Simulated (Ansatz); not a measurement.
# Ga2HO: the cost of one run

Method: the settings change from run to run; program: Ansatz 0.2.0, Gaussian basis.

31 further runs of the same task are left out: 2 for a known fault of the program, 13 that didn't finish, 16 set aside as unsound or not needed.

## (1) The geometry

The geometry is a PBE0/def2-TZVP stationary point (not a proven minimum) with its atoms shifted at random (size 0.040 Å). No spin-orbit coupling is included. The filled d shell of Ga may be among the frozen orbitals whatever the setting's name suggests; the logs give the count.

4 atoms, charge 0, spin multiplicity 4.

Atoms are counted from 1 here; the program's logs count them from 0.

Bond lengths: Ga1–Ga2 2.475 Å, Ga2–O3 1.807 Å, Ga2–H4 1.571 Å. Angles: Ga1–Ga2–O3 118.4°, Ga1–Ga2–H4 126.3°, O3–Ga2–H4 115.3°.

## (2) CCSD on ROHF/def2-SVP

The input, in.yaml:

```yaml
crystal:
  periodic: [false, false, false]
  atoms:
    - {symbol: Ga, position_ang: [-0.004090, -0.111449, 1.469801]}
    - {symbol: Ga, position_ang: [-0.004923, 0.332946, -0.965006]}
    - {symbol: O, position_ang: [0.043041, -1.075126, -2.095704]}
    - {symbol: H, position_ang: [-0.059736, 1.744052, -1.652692]}
basis:
  gaussian: {orbitals: def2-SVP}
magnetization: {spin_polarized: false, initial_magnetization: 3}
correlation: {method: ccsd, electrons: outside_noble_gas}
```

On the command line:

```
> ansatz run in.yaml --threads 1 --pin off --events-out ev --progress --plain --max-ram 2393MiB
```

Q: Estimate wall time and peak memory on 1 thread of Arm Neoverse N1, shared host.

About 2.6 min, with a peak of 0.25 GiB.
